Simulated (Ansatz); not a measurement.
# CH₃FMoS₂: how energies converge with the basis set

Aim: see how fast density functionals converge with the basis set for CH₃FMoS₂.

Program: Ansatz 0.2.0, Gaussian basis. Level of theory: one geometry, several basis sets. These are calculated values, not measurements.

Levels to be run: PBE0-D4/def2-SVP; ωB97M-V/def2-SVP; PBE0-D4/def2-QZVPP; ωB97M-V/def2-QZVPP; the functionals' def2-TZVPP values are taken from earlier runs.

## Step 1: The relaxed structure

The geometry comes from an earlier relaxation with PBE0-D4 in a triple-zeta def2 set; it is a stationary point, not always the lowest conformer. Mo takes the def2 core potential; no spin-orbit term is included.

8 atoms, charge 0, spin multiplicity 1.

Atoms are counted from 1 here; the program's logs count them from 0.

Bond lengths: C1–Mo2 2.080 Å, C1–H6 1.095 Å, C1–H7 1.095 Å, C1–H8 1.090 Å, Mo2–F3 1.838 Å, Mo2–S4 2.090 Å, Mo2–S5 2.090 Å. Angles: Mo2–C1–H6 107.2°, Mo2–C1–H7 107.1°, Mo2–C1–H8 112.8°, H6–C1–H7 110.6°, H6–C1–H8 109.6°, H7–C1–H8 109.5°, C1–Mo2–F3 110.2°, C1–Mo2–S4 103.8°, C1–Mo2–S5 103.8°, F3–Mo2–S4 114.3°, F3–Mo2–S5 114.3°, S4–Mo2–S5 109.4°.

Geometry (Å):

```xyz
8
CH3FMoS2
C    -0.92997   -0.06443    0.58163
Mo    0.86563   -0.03272   -0.46810
F     1.98406   -1.35600    0.14492
S     0.28089   -0.25571   -2.46179
S     1.58255    1.90721   -0.16945
H    -1.37850   -1.05056    0.42554
H    -0.68798    0.08664    1.63844
H    -1.62458    0.70836    0.25290
```

## Step 2: PBE0-D4 in def2-SVP

The input, in.yaml:

```yaml
crystal:
  periodic: [false, false, false]
  atoms:
    - {symbol: C, position_ang: [-0.929970, -0.064426, 0.581634]}
    - {symbol: Mo, position_ang: [0.865632, -0.032722, -0.468099]}
    - {symbol: F, position_ang: [1.984059, -1.356000, 0.144923]}
    - {symbol: S, position_ang: [0.280891, -0.255714, -2.461793]}
    - {symbol: S, position_ang: [1.582548, 1.907213, -0.169451]}
    - {symbol: H, position_ang: [-1.378496, -1.050558, 0.425538]}
    - {symbol: H, position_ang: [-0.687984, 0.086643, 1.638444]}
    - {symbol: H, position_ang: [-1.624580, 0.708361, 0.252905]}
basis:
  gaussian: {orbitals: def2-SVP}
hamiltonian: {xc: pbe0, dispersion: d4}
output: {orbitals: {seedname: orbitals}}
```

Further steps of the session: ωB97M-V in def2-SVP; PBE0-D4 in def2-QZVPP; ωB97M-V in def2-QZVPP.

Q: Predict the results of all the runs planned. Wanted: PBE0-D4: double and triple zeta above quadruple; ωB97M-V: double and triple zeta above quadruple.

The runs gave:

```
                                       quantity           value
PBE0-D4: double and triple zeta above quadruple  13.71, 0.97 eV
ωB97M-V: double and triple zeta above quadruple  13.74, 0.92 eV
```

**Reading.** For PBE0-D4 the step from double to triple zeta gains 12.74 eV and the next only 0.97 eV. Total energies overstate the basis error of differences, where much of it tends to cancel.
